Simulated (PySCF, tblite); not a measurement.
# C₅H₁₅BS: geometry, infrared bands and NMR shifts

Wanted: the infrared bands and NMR shifts of C₅H₁₅BS (`C[BH2-][S+](CC)CC`), by calculation.

Programs: tblite 0.8.0 and PySCF 2.14.0, with density-fitted response routines of our own. Each step states its level of theory. These are calculated values for one molecule in the gas phase, unless marked as measured. Atoms are numbered from 0 throughout.

## Step 1: Starting geometry

22 atoms, charge 0, multiplicity 1; geometry from: force field or distance geometry start.

Bonds of the start (Å): C0–B1 1.58, B1–S2 1.88, S2–C3 1.78, C3–C4 1.50, S2–C5 1.73, C5–C6 1.51, C0–H7 1.12, C0–H8 1.11, C0–H9 1.13, B1–H10 1.19, B1–H11 1.20, C3–H12 1.09, C3–H13 1.13, C4–H14 1.14, C4–H15 1.13, C4–H16 1.09, C5–H17 1.10, C5–H18 1.13, C6–H19 1.11, C6–H20 1.12, C6–H21 1.09.

## Step 2: Relaxing the molecule with GFN2-xTB

Job settings and geometry (Å):

```
{"job": {"kind": "relax", "xc": "GFN2-xTB", "basis": "xTB"}, "charge": 0, "multiplicity": 1}
C     -2.045100    -1.697000    -0.318000
B     -1.549200    -1.071900     1.045100
S     -0.010400    -0.008600     0.828700
C     -0.581500     1.471900     0.027900
C      0.508600     2.463600    -0.230300
C      1.128000    -0.962700    -0.067700
C      2.445400    -0.300900    -0.373200
H     -2.620700    -0.912500    -0.876200
H     -1.213500    -2.024000    -0.980900
H     -2.757500    -2.556600    -0.128100
H     -1.272500    -1.879800     1.869600
H     -2.388500    -0.294900     1.408500
H     -1.247100     1.287900    -0.809600
H     -1.234400     1.960000     0.808300
H      0.004600     3.474700    -0.380500
H      1.140700     2.524700     0.707700
H      1.111300     2.276700    -1.122400
H      0.723200    -1.342800    -1.021800
H      1.373400    -1.867000     0.556400
H      2.654700    -0.351000    -1.462400
H      3.258900    -0.894000     0.127100
H      2.561100     0.723800    -0.009800
```

Run with:

```console
$ OMP_NUM_THREADS=1 python probes_run.py task.json out
```

This one command runs all jobs of the session in turn.

**Question.** This job is followed by: GFN2-xTB harmonic vibrations, gas phase; GIAO PBE0/pcSseg-1 NMR shielding, non-relativistic, gas phase. Predict these results of the whole session: strongest single infrared mode (GFN2-xTB); zero-point energy (GFN2-xTB); 13C shifts against TMS (PBE0/pcSseg-1, means over atoms taken as alike); 1H shifts against TMS (PBE0/pcSseg-1, means over atoms taken as alike); 11B shifts against BF3·OEt2 (PBE0/pcSseg-1); 33S shifts against CS2 (PBE0/pcSseg-1); surface potential, 1st and 99th percentile.

As calculated:

| quantity | value |
| --- | --- |
| strongest single infrared mode (GFN2-xTB) | 2473 cm⁻¹, 186 km/mol |
| zero-point energy (GFN2-xTB) | 119.7 kcal/mol |
| 13C shifts against TMS (PBE0/pcSseg-1, means over atoms taken as alike) | 41.2, 17.4, -3.8 ppm |
| 1H shifts against TMS (PBE0/pcSseg-1, means over atoms taken as alike) | 2.64, 2.52, 2.40, 1.35, -0.07 ppm |
| 11B shifts against BF3·OEt2 (PBE0/pcSseg-1) | -16.1 ppm |
| 33S shifts against CS2 (PBE0/pcSseg-1) | 65 ppm |
| surface potential, 1st and 99th percentile | -1.42 V and 1.23 V |

In words: Over 133 steps the energy fell by 1.018 eV; of the close pairs, B1–S2 changed most, 1.883 to 2.013 Å. No mode is imaginary among the 60: a minimum at this level. The strongest single mode, at 2473 cm⁻¹, moves mainly H10. GFN2-xTB is a fitted tight-binding method: band positions and strengths are rough. Its intensities can rank the bands wrongly. At PBE0/pcSseg-1: The largest span, 217 ppm, is at S2, where the paramagnetic term is -622 ppm.
